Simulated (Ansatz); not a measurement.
**YCo2 (Fd-3m): equation of state with a fit in Python**

The task is an equation of state with a fit, for YCo2 (Fd-3m).

Program: the Python package of Ansatz 0.2.0. Level of theory: DFT r2SCAN, plane waves, PAW. These are calculated values, not measurements.

## Step 1: The system

Symmetry: Fd-3m, No. 227, cubic system. Conventional cell: a = 7.215 Å, b = 7.215 Å, c = 7.215 Å, α = 90.00°, β = 90.00°, γ = 90.00°. Y (site symmetry -43m) is surrounded by 12 Co at 2.99 Å and 4 Y at 3.12 Å. Co (site symmetry -3m) has 6 Co at 2.55 Å and 6 Y at 2.99 Å in its first shell of neighbours.

No structure file is read: the coordinates are typed or built in the script.

## Step 2: The script

Input file eos_yco2.py:

```python
"""Bulk modulus of YCo2 from an E(V) curve."""

import ansatz
from ase.eos import EquationOfState
from ase.units import GPa
import numpy as np

vectors0 = np.array([
    [0.0, 3.6075, 3.6075],
    [3.6075, 0.0, 3.6075],
    [3.6075, 3.6075, 0.0],
])
sites = [
    ("Y", [0.0, 0.0, 0.0], 0.0),
    ("Y", [0.25, 0.25, 0.25], 0.0),
    ("Co", [0.625, 0.625, 0.625], 1.8),
    ("Co", [0.125, 0.625, 0.625], 1.8),
    ("Co", [0.625, 0.625, 0.125], 1.8),
    ("Co", [0.625, 0.125, 0.625], 1.8),
]


def make_crystal(cell):
    crystal = ansatz.Crystal(lattice=ansatz.Lattice.of(cell))
    for symbol, position, moment in sites:
        crystal = crystal.atom(symbol, position, moment=moment or None)
    return crystal


def main() -> None:
    # uniform scaling of the cell
    volumes, energies, pressures = [], [], []
    for scale in np.linspace(0.92, 1.08, 7):
        cell = vectors0 * scale ** (1 / 3)
        calculation = (
            make_crystal(cell).calculation()
            .functional("r2scan")
            .pseudopotentials("paw")
            .occupations("fermi_dirac", width=100 * ansatz.meV)
            .spin("collinear")
            .basis(600)
            .kpoints(7, 7, 7)
            .stress()
        )
        r = calculation.run(threads=1).report
        volumes.append(abs(np.linalg.det(cell)) / len(sites))
        energies.append(r["free_energy_ev"] / len(sites))
        pressures.append(np.trace(r["stress_gpa"]) / 3)
        print(f"V = {volumes[-1]:8.4f} A^3/atom  F = {energies[-1]:.5f} eV/atom  P = {pressures[-1]:8.3f} GPa")

    eos = EquationOfState(volumes, energies, eos="vinet")
    v0, e0, bulk = eos.fit()
    print(f"V0 = {v0:.4f} A^3/atom, E0 = {e0:.5f} eV/atom, B = {bulk / GPa:.1f} GPa")
    eos.plot("eos.png")


if __name__ == "__main__":
    main()
```

## Step 3: The input behind the calls

The package turns the script's settings into the engine's input (first run):

```yaml
crystal:
  lattice:
    - [0.0, 3.508614190584523, 3.508614190584523]
    - [3.508614190584523, 0.0, 3.508614190584523]
    - [3.508614190584523, 3.508614190584523, 0.0]
  atoms:
    - { symbol: "Y", position: [0.0, 0.0, 0.0] }
    - { symbol: "Y", position: [0.25, 0.25, 0.25] }
    - { symbol: Co, position: [0.625, 0.625, 0.625], spin: 1.8 }
    - { symbol: Co, position: [0.125, 0.625, 0.625], spin: 1.8 }
    - { symbol: Co, position: [0.625, 0.625, 0.125], spin: 1.8 }
    - { symbol: Co, position: [0.625, 0.125, 0.625], spin: 1.8 }
basis:
  ecutwfc: 600.0
kpoints:
  mp_grid:
    grid: [7, 7, 7]
hamiltonian:
  xc: r2scan
  pseudopotentials:
    kind: paw
magnetization:
  spin_polarized: true
scf:
  occupations:
    method: fermi_dirac
    width: 0.1
output:
  stress: true
```

## Step 4: Running it

Command:

```sh
python eos_yco2.py
```

**Question.** Estimate the equilibrium volume and the bulk modulus.

**Answer**, as computed:

| quantity | value |
| --- | --- |
| runs compared | 7 |
| range of energy | 41.27 meV/atom |
| lowest point, volume (Å³/atom) | 15.649 |
| equilibrium volume (fit) | 15.44 Å³/atom |
| bulk modulus (fit) | 115 GPa |

What this shows: A third-order Birch-Murnaghan fit through the 7 points (the script's own form differs a little) has its minimum at 15.44 Å³ an atom, 1.3 % below the typed cell, with a bulk modulus of 115 GPa and dB/dP = 4.2. From that minimum the energy rises by 28.5 meV an atom on the compressed side and 42.3 meV on the expanded side. Other magnetic orders than the one started from may lie lower. Shape and fractional positions are held along the curve, so the bulk modulus is an upper value where they are free to relax. The mesh is modest for a metal, so energies can be off by several to tens of meV an atom and pressures by half a GPa or more; differences at equal mesh fare better. Pressure is positive in compression. r2SCAN tends to overestimate the moments of itinerant magnets.
